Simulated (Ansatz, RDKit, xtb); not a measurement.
**Isomers of C4H2FN3, a sample narrowed down**

A sample of isomers of C4H2FN3 is drawn. Aim: find which of them has the lowest free energy at 298.15 K, then its properties. The sample is small against all isomers, and the most stable one of this formula need not be in it.

The funnel: GFN2-xTB relaxations, single points with a density functional, relaxations at PBE0-D3(BJ)/def2-SVP, harmonic vibrations (at GFN2-xTB), and a last energy at a higher level. All values are calculated.

## 1. Possible bonding patterns

Isomers were taken from a list of plausible structures; this is a sample, not all of them. That gives 9 candidates.

```
label            SMILES     spin
 c040    N#Cc1cn[nH]c1F  singlet
 c128    N#Cc1[nH]ncc1F  singlet
 c467    N#Cc1n[nH]cc1F  singlet
 c484     N#Cn1cc(F)cn1  singlet
 c522    N#Cc1c[nH]nc1F  singlet
 c579       N#Cn1nccc1F  singlet
 c887  N#Cc1cc(F)n[nH]1  singlet
 c917     N#Cn1ccc(F)n1  singlet
 c924  N#Cc1cc(F)[nH]n1  singlet
```

Candidates are built by distance geometry, with a force field where one applies, in up to four conformers (letters a to d).

**Question.** With final energies at CCSD(T)/def2-SVP + MP2/def2-TZVPP - MP2/def2-SVP, which structure will this search put lowest in free energy, and by what margin?

| quantity | value |
| --- | --- |
| lowest structure found | N#Cc1c[nH]nc1F, singlet |
| next finalist | N#Cc1cc(F)n[nH]1, singlet, 1.7 kcal/mol higher in G |
| share at equilibrium, among the finalists | 94.4 % |

The lowest structure found is `N#Cc1c[nH]nc1F`. The margin, 1.7 kcal/mol, is modest. r2SCAN-D4/def2-SVP, PBE0-D3(BJ)/def2-SVP, HF/def2-SVP and MP2/def2-SVP already put its bonding pattern lowest among the structures in one piece; GFN2-xTB favours the singlet N#Cn1ccc(F)n1 (c917a, not a finalist); HF/STO-3G favours the singlet N#Cc1cn[nH]c1F. The search is not exhaustive (a finite list of starts, one conformer a finalist), so a lower isomer can't be ruled out. Only 9 drawn patterns were tried, so whole families of isomers are missing, and the result ranks this sample alone.
